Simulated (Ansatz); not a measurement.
# CHBO₂S: up Jacob's ladder to CCSD(T)

Aim: compute CHBO₂S with functionals from several rungs and with coupled cluster. The yardstick is the atomisation energy at the CCSD(T) limit.

The runs use Ansatz 0.2.0, Gaussian basis; functionals in def2-TZVPP, the program's frozen cores in correlated methods.

Levels to be run: LDA (SPW92), PBE-D4, revPBE-D4, BLYP-D4, r2SCAN-D4, B97M-V, PBE0-D4, B3LYP-D4, r2SCANh-D4, r2SCAN0-D4, HSE06-D4, BHLYP-D4, CAM-B3LYP-D4, LC-ωPBE, ωB97X-V, ωB97M-V, B2PLYP, PBE-QIDH; CCSD(T)/def2-SVP; CCSD(T)/def2-TZVPP; MP2/def2-QZVPP; extrapolation to the limit; RPA on PBE.

**1. Structure used throughout**

All runs share one geometry, relaxed beforehand with PBE0-D4 in a triple-zeta def2 set.

6 atoms, charge 0, spin multiplicity 1.

Atoms are counted from 1 here; the program's logs count them from 0.

Bond lengths: O1–C2 1.122 Å, O3–B4 1.206 Å, B4–S5 1.765 Å, S5–H6 1.347 Å. Angles: O3–B4–S5 179.5°, B4–S5–H6 92.6°.

**2. LDA**

This LDA is Slater exchange with PW92 correlation.

Input file in.yaml:

```yaml
crystal:
  periodic: [false, false, false]
  atoms:
    - {symbol: O, position_ang: [1.622709, -2.408538, 1.254376]}
    - {symbol: C, position_ang: [1.342609, -1.371234, 0.930806]}
    - {symbol: O, position_ang: [-1.514539, -0.723506, -0.697132]}
    - {symbol: B, position_ang: [-0.839711, 0.256917, -0.503007]}
    - {symbol: S, position_ang: [0.157363, 1.683484, -0.212547]}
    - {symbol: H, position_ang: [-0.726431, 2.498777, -0.818696]}
basis:
  gaussian: {orbitals: def2-TZVPP}
hamiltonian: {xc: lda}
output: {orbitals: {seedname: orbitals}}
```

On the command line:

```sh
$ ansatz run in.yaml --threads 2 --pin off --events-out ev --progress --plain --max-ram 4352MiB
```

After this run come: PBE-D4 (GGA); revPBE-D4 (GGA); BLYP-D4 (GGA); r2SCAN-D4 (meta-GGA); B97M-V (meta-GGA); PBE0-D4 (hybrid); B3LYP-D4 (hybrid); r2SCANh-D4 (hybrid); r2SCAN0-D4 (hybrid); HSE06-D4 (hybrid); BHLYP-D4 (hybrid); CAM-B3LYP-D4 (range-separated); LC-ωPBE (range-separated); ωB97X-V (range-separated); ωB97M-V (range-separated); B2PLYP (double hybrid); PBE-QIDH (double hybrid); CCSD(T) in def2-SVP; CCSD(T) in def2-TZVPP; MP2 in def2-QZVPP; RPA on PBE orbitals.

Q: Predict the results of all the runs planned. Wanted: atomisation energy, CCSD(T)/CBS; farthest beyond LDA; mean size of error, GGA; mean size of error, meta-GGA; mean size of error, hybrid; mean size of error, range-separated; mean size of error, double hybrid; gap, smallest and largest; T1 diagnostic.

**Answer**, as computed:

| quantity | value |
| --- | --- |
| atomisation energy, CCSD(T)/CBS | 2710.9 kJ/mol |
| functionals within 13.6 kJ/mol (0.5 %) | PBE0-D4, B3LYP-D4, HSE06-D4, CAM-B3LYP-D4, LC-ωPBE, ωB97X-V, B2PLYP |
| farthest beyond LDA | BHLYP-D4 (-159.8 kJ/mol) |
| mean size of error, GGA | 63.1 kJ/mol |
| mean size of error, meta-GGA | 19.2 kJ/mol |
| mean size of error, hybrid | 46.7 kJ/mol |
| mean size of error, range-separated | 11.8 kJ/mol |
| mean size of error, double hybrid | 18.5 kJ/mol |
| gap, smallest and largest | 4.96 eV (LDA (SPW92)), 12.92 eV (LC-ωPBE) |
| T1 diagnostic | 0.0177 |
| triples share of the correlation energy | 4.5 % |

The LDA atomisation energy is off by 462.2 kJ/mol (17 %): it overbinds. PBE-D4 is off by +117.7 kJ/mol. Double hybrids carry the basis error of their MP2 part in triple zeta, and no dispersion term here, so their miss is partly the set-up's. By mean error the best rung here is range-separated (11.8 kJ/mol) and the worst beyond LDA is GGA (63.1 kJ/mol). The gap between the best rungs is small, so their order is not settled. The reference freezes the cores and leaves out relativity and excitations past (T), so misses under about 13.6 kJ/mol can't be ranked. Hartree-Fock recovers 69 % of the binding; the rest is correlation. CCSD(T) in def2-SVP is off by -118.1 kJ/mol, more than most functionals: a good method in a small basis is no reference. Orbital gaps span 5.0 to 12.9 eV; exact exchange widens them.
